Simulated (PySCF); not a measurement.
# DyF3H2O (Dy(F)3(H2O)): the cost of one run

The runs use PySCF 2.14.0; several levels, as the steps say, no spin–orbit coupling.

1 further run of the same task is left out (for a known fault of the program).

**1. The system as given**

7 atoms, charge 0, spin multiplicity 1.

Bond lengths: Dy1–F2 2.028 Å, Dy1–F3 2.024 Å, Dy1–F4 2.028 Å, Dy1–O5 2.406 Å, O5–H6 0.965 Å, O5–H7 0.965 Å. Angles: F2–Dy1–F3 115.9°, F2–Dy1–F4 118.8°, F2–Dy1–O5 99.4°, F3–Dy1–F4 115.9°, F3–Dy1–O5 102.3°, F4–Dy1–O5 99.4°, Dy1–O5–H6 126.5°, Dy1–O5–H7 126.5°, H6–O5–H7 107.0°.

Coordinates:

```
Dy    0.0799   -0.0843    0.0843
F     1.0722    1.3526    1.1156
F    -1.2993   -1.1317    1.1317
F     1.0722   -1.1156   -1.3526
O    -1.2921    1.3132   -1.3132
H    -1.6266    2.1919   -1.0940
H    -1.6266    1.0940   -2.1919
```

Formal oxidation states: Dy +3. Each metal's 9 4f electrons lie in its core potential, so multiplicities, spins and levels count the valence alone. An earlier session relaxed this geometry at PBE0, Dy lcecp-1-SVP with ECP55, F def2-SVP, O def2-SVP, H def2-SVP (singlet, point group Cs).

At PBE0 on the finer grid: E = -412.658970 Eh, HOMO -9.48 eV, LUMO -1.13 eV, Mulliken charge on Dy1 +1.19 e, largest force component 0.020 eV/Å. 

Levels to run: revPBE; TPSSh; PBE0, TZVP. Hardware: 2 threads of Arm Neoverse V1, shared host.

**2. revPBE**

run.py (the lines that set the calculation)

```python
mol = gto.M(atom='''
Dy     0.07985    -0.08425     0.08425
F      1.07223     1.35263     1.11558
F     -1.29933    -1.13165     1.13165
F      1.07223    -1.11558    -1.35263
O     -1.29212     1.31320    -1.31320
H     -1.62660     2.19194    -1.09405
H     -1.62660     1.09405    -2.19194''',
    basis={'Dy': 'lcecp-1-SVP', 'F': 'def2-SVP', 'O': 'def2-SVP', 'H': 'def2-SVP'},
    ecp={'Dy': 'lcecp-1-SVP'},
    charge=0, spin=0)
mf = dft.RKS(mol, xc='PBE_R,PBE')
mf.grids.atom_grid = (75, 302)  # f atoms: unpruned, at least (60, 302)
mf = mf.density_fit()  # fitting sets: Dy AutoAux, F def2-universal-JKFIT, O def2-universal-JKFIT, H def2-universal-JKFIT
mf.conv_tol = 1e-08; mf.max_cycle = 55
mf.kernel(dm0)  # dm0: the density of the relaxed state
```

Command:

```console
OMP_NUM_THREADS=2 python run.py
```

**Question.** How long does this run take on 2 threads of Arm Neoverse V1, shared host?

About 5 s.
